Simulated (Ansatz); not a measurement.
**Hf: a tetragonal deformation path**

The task here is to estimate one member of a computed series from the others.

Program: Ansatz 0.2.0. Level of theory: DFT r2SCAN, scalar-relativistic, plane waves, PAW. These are calculated values, not measurements.

### Starting point

The structure is cubic, space group Im-3m (No. 229). The conventional cell has a = 3.610 Å, b = 3.610 Å, c = 3.610 Å, α = 90.00°, β = 90.00°, γ = 90.00°. Around Hf (site symmetry m-3m) lie 8 Hf at 3.13 Å.

Coordinates:

```xyz
1
Lattice="-1.8050 1.8050 1.8050 1.8050 -1.8050 1.8050 1.8050 1.8050 -1.8050" Properties=species:S:1:pos:R:3 pbc="T T T"
Hf    0.0000    0.0000    0.0000
```

The cell is taken as given, not relaxed at this level.

### The reference cell

The reference gives a free energy of -15732.8401 eV, pressure -5.41 GPa, largest force 0.000 eV/Å and gap on the mesh none (metal). It was computed beforehand with the settings of the runs below.

The first run:

At fixed volume and fractional coordinates, lengths along (0.000, 0.000, 1.000) are scaled against those across it; ρ is that ratio over its starting value.

File input.yaml:

```yaml
crystal:
  lattice:
    - [-2.0261459927, 2.0261459927, 1.4324852168]
    - [2.0261459927, -2.0261459927, 1.4324852168]
    - [2.0261459927, 2.0261459927, -1.4324852168]
  atoms:
    - { symbol: Hf, position: [0.0, 0.0, 0.0] }
basis:
  ecutwfc: 500
kpoints:
  mp_grid: { grid: [20, 20, 20] }
hamiltonian:
  xc: r2scan
scf:
  occupations: { method: gaussian, width: 0.15 }
output:
  forces: true
  stress: true
  eigenvalues: true
```

Command:

```
$ ansatz run input.yaml --threads 1 --pin off --max-ram 2560MiB --backend cpu --events-out ev --progress --plain --runs-dir out
```

Among the steps run: ρ = 0.707; At ρ = 1.414; Point ρ = 0.850; At ρ = 1.200; At ρ = 0.780; At ρ = 1.300; ρ = 0.920; At ρ = 1.100; At ρ = 0.650; Point ρ = 1.500; Point ρ = 0.960; At ρ = 1.050.

One table of the session follows, with a row left open; its other results are not shown here.

It belongs to the step «The scan collected». 

| ρ | ΔE (meV/atom) | pressure (GPa) |
| --- | --- | --- |
| 0.650 | 316.8 | -2.4 |
| 0.707 | 129.3 | -4.6 |
| 0.780 | 11.6 | -5.5 |
| 0.850 | ? | ? |
| 0.920 | -19.6 | -5.3 |
| 0.960 | -5.6 | -5.3 |
| 1.000 | 0.0 | -5.4 |
| 1.050 | -7.0 | -5.3 |
| 1.100 | -25.4 | -5.0 |
| 1.200 | -73.8 | -4.7 |
| 1.300 | -112.1 | -4.5 |
| 1.414 | -129.2 | -4.5 |
| 1.500 | -119.8 | -4.5 |

**Question.** Estimate the row for ρ = 0.850.

Worked estimate for «ΔE (meV/atom)». A straight line through the neighbours (0.780, 11.6) and (0.920, -19.6) gives 11.6 + (-19.6 − 11.6) × (0.850 − 0.780) / (0.920 − 0.780) = -4.0; a parabola fitted to 4 rows on both sides gives -32.8.

**Answer.** ΔE (meV/atom): -29.7; pressure (GPa): -5.5. In «ΔE (meV/atom)» the line misses by +25.7 and the parabola by -3.1.
